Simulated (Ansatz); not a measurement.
Predict the output of the script below (Ansatz 0.2.0 through its Python package).

The script reads `ch6se2si.xyz`:
```text
10

C    -0.68560    1.70610    0.49410
Se   -1.43660    0.03670    1.08730
Se   -1.17960   -0.91070   -1.09070
Si    1.00000   -1.66100   -0.50550
H     0.31110    1.62020    0.10830
H    -1.36520    2.15800   -0.34370
H    -0.72140    2.47330    1.32980
H     1.54880   -2.38640   -1.64220
H     1.79560   -0.51770   -0.11410
H     0.81600   -2.56970    0.67970
```

`run_methods.py`
```python
# -*- coding: utf-8 -*-
import ansatz as az

molecule = az.Crystal.molecule_from_extxyz('ch6se2si.xyz')

calculation = molecule.calculation().basis(gaussian='def2-SVP')

methods = ['mp2', 'ccsd', 'ccsd_t']
reports = [calculation.correlation(m).run().report for m in methods]
print(f'Hartree-Fock reference {reports[0]["reference_energy_ev"] / 27.211386246:.6f} Ha')
best = reports[-1]['free_energy_ev'] - reports[-1]['reference_energy_ev']
for method, each in zip(methods, reports):
    gained = each['free_energy_ev'] - each['reference_energy_ev']
    print(f'{method:8s} total {each["free_energy_ev"] / 27.211386246:.6f} Ha  correlation {gained:9.4f} eV  ({100 * gained / best:.1f} % of the last)')
```

Running `python run_methods.py` prints:
```text
Hartree-Fock reference -5129.282235 Ha
mp2      total -5130.002847 Ha  correlation  -19.6089 eV  (92.0 % of the last)
ccsd     total -5130.043460 Ha  correlation  -20.7140 eV  (97.2 % of the last)
ccsd_t   total -5130.065676 Ha  correlation  -21.3185 eV  (100.0 % of the last)
```

Notes:
- Total energies depend on the basis set; only differences at equal settings carry meaning.
- The geometry is a force-field or estimated start, not a minimum of this method, and the basis set is short of its limit. A lower total doesn't mark the better method: functionals have no common bound, and MP2 and coupled cluster aren't variational.
- Inner cores stay frozen; a filled d shell under the valence of the heavier atoms is correlated with it.
- Wall time of the script: 110 s on 1 thread of Arm Neoverse V1, with other jobs on the host, peak memory 0.76 GiB.
